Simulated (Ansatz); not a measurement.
# BH3OTe: vertical ionisation energy

Aim: the vertical ionisation energy of BH3OTe, as cation minus neutral at the neutral's geometry, on several levels, and how well −ε(HOMO) stands in for it.

The runs use Ansatz 0.2.0, Gaussian basis; unrestricted cation, the program's frozen cores in correlated methods.

Plan: UKS PBE-D4/def2-TZVPP; UKS r2SCAN-D4/def2-TZVPP; UKS PBE0-D4/def2-TZVPP; UKS B3LYP-D4/def2-TZVPP; UKS wB97X-V/def2-TZVPP; UKS wB97M-V/def2-TZVPP; UKS B2PLYP/def2-TZVPP; UHF-CCSD(T)/def2-TZVPP; UHF-MP2/def2-QZVPP; extrapolation to the limit; then −ε(HOMO) from the neutral's earlier runs with LDA (SPW92), PBE-D4, revPBE-D4, BLYP-D4, r2SCAN-D4, B97M-V, PBE0-D4, B3LYP-D4, r2SCANh-D4, r2SCAN0-D4, HSE06-D4, BHLYP-D4, CAM-B3LYP-D4, LC-ωPBE, ωB97X-V, ωB97M-V.

## 1. Structure used throughout

The geometry comes from an earlier relaxation with PBE0-D4 in a triple-zeta def2 set; it is a stationary point. Te takes the def2 core potential; no spin-orbit term is included.

SMILES `OB[TeH]`, 6 atoms, charge 0, spin multiplicity 1.

Atoms are counted from 1 here; the program's logs count them from 0.

Bond lengths: O1–B2 1.347 Å, O1–H4 0.960 Å, B2–Te3 2.170 Å, B2–H5 1.193 Å, Te3–H6 1.653 Å. Angles: B2–O1–H4 116.4°, O1–B2–Te3 123.3°, O1–B2–H5 118.1°, Te3–B2–H5 118.6°, B2–Te3–H6 92.1°.

## 2. Cation, UKS PBE-D4/def2-TZVPP

The input, in.yaml:

```yaml
crystal:
  periodic: [false, false, false]
  atoms:
    - {symbol: O, position_ang: [-0.993929, -0.411894, -1.206112]}
    - {symbol: B, position_ang: [0.082717, -0.252302, -0.411880]}
    - {symbol: Te, position_ang: [0.019898, 0.805167, 1.481525]}
    - {symbol: H, position_ang: [-1.816030, -0.027736, -0.892178]}
    - {symbol: H, position_ang: [1.120586, -0.717174, -0.771191]}
    - {symbol: H, position_ang: [1.628857, 0.539941, 1.753537]}
basis:
  gaussian: {orbitals: def2-TZVPP}
total_charge: 1
magnetization: {spin_polarized: true, initial_magnetization: 1}
hamiltonian: {xc: pbe, dispersion: d4}
```

Launch:

```sh
> ansatz run in.yaml --threads 2 --pin off --events-out ev --progress --plain --max-ram 4352MiB
```

Further steps of the session: Cation, UKS r2SCAN-D4/def2-TZVPP; Cation, UKS PBE0-D4/def2-TZVPP; Cation, UKS B3LYP-D4/def2-TZVPP; Cation, UKS wB97X-V/def2-TZVPP; Cation, UKS wB97M-V/def2-TZVPP; Cation, UKS B2PLYP (frozen core)/def2-TZVPP; Cation, UHF-CCSD(T)/def2-TZVPP; Cation, UHF-MP2/def2-QZVPP.

**Question.** What will the summary of the whole plan be? Wanted: ionisation energy, CCSD(T)/CBS; nearest functional by difference; nearest −ε(HOMO); −ε(HOMO) of PBE; T1 of the cation.

As calculated:

```
                        quantity                value
  ionisation energy, CCSD(T)/CBS              9.10 eV
nearest functional by difference  B3LYP-D4 (-0.10 eV)
                nearest −ε(HOMO)   LC-ωPBE (+0.12 eV)
                 −ε(HOMO) of PBE              5.74 eV
                T1 of the cation                0.015
```

What this shows: By cation minus neutral, the functionals miss by 0.22 eV at most. −ε(HOMO) of PBE misses by 3.4 eV, since self-interaction lifts the level. Among orbital estimates LC-ωPBE comes nearest. Hartree-Fock falls 1.11 eV short, as the neutral has more correlation energy than the cation. Correlated methods include outer-core shells of Te, which these sets cover unevenly. With outer-core shells in play the reference is unsure by up to some tenths of an eV, so close misses can't be ranked.
